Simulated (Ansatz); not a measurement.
## GaH₅O, SMILES [OH2+][GaH3-]: a relaxed scan of one distance, step by step

With Ansatz 0.2.0 through its Python package.

Notebook, run cell by cell (the value of a cell's last expression is shown):

**Cell 1**
```python
import ansatz as az
import numpy as np
```

**Cell 2**
```python
geometry_ang = [
    ("O", (-0.4073, -1.1763, -0.0864)),
    ("Ga", (0.0275, 0.6293, -0.0863)),
    ("H", (-0.5218, -1.3846, 0.8442)),
    ("H", (0.412, -1.5943, -0.4573)),
    ("H", (0.2583, 1.1299, -1.6156)),
    ("H", (-1.1329, 1.5204, 0.604)),
    ("H", (1.4254, 0.8076, 0.7516)),
]
geometry = az.Crystal.molecule()
for symbol, xyz in geometry_ang:
    geometry = geometry.atom(symbol, xyz)
```

**Cell 3**
```python
calc = geometry.calculation()
calc = calc.basis(gaussian="def2-SVP")
calc = calc.functional("PBE0", dispersion="d4").accuracy("medium")
symbols = [site.symbol for site in geometry.cartesian_sites]
pairs = [(0, 1), (0, 2), (0, 3), (1, 4), (1, 5), (1, 6)]
print("held (A)   E (eV)        ", "  ".join(f"{symbols[i]}{i}-{symbols[j]}{j}" for i, j in pairs))
for length in [1.51, 1.64, 1.77, 1.97, 2.21]:
    report = calc.relax(constraints=[az.DistanceConstraint((1, 6), at=length)], force_tolerance=0.02, max_steps=60).run(threads=1).report
    xyz = np.array(report["positions_ang"])
    print(f"{length:6.2f} {report['free_energy_ev']:14.5f}  ", "  ".join(f"{np.linalg.norm(xyz[i] - xyz[j]):.3f}" for i, j in pairs))
```
Output:
```text
held (A)   E (eV)         O0-Ga1  O0-H2  O0-H3  Ga1-H4  Ga1-H5  Ga1-H6
DeckWarning: relax.constraints: the input's atoms, or those drawn, lie off the distances that are held; a relaxation that starts there is brought onto them ahead of its first SCF, by positions alone, an atom by 6.48e-2 Å at the most. With the symmetry detection on, the symmetry is detected on the input's atoms as so [...]
  1.51   -54488.64809   2.180  0.966  0.965  1.573  1.583  1.510
  1.64   -54488.66715   2.172  0.966  0.966  1.574  1.577  1.640
  1.77   -54488.51086   2.164  0.966  0.966  1.572  1.573  1.770
  1.97   -54488.10288   2.154  0.967  0.967  1.567  1.571  1.970
  2.21   -54487.53035   2.135  0.967  0.978  1.559  1.566  2.210
```

Notes:
- These settings explore the input space; basis and method may be short of convergence.
- Warnings are shown shortened and without file and line.
- The energies are electronic: no zero-point or thermal terms, and the basis set is short of its limit.
- Finished in 45 s on 1 thread of AMD EPYC 9R45 96-Core Processor (Zen 5) (shared host), peak memory 0.22 GiB.

(Lines on the test bed's own set-up are left out of the output.)
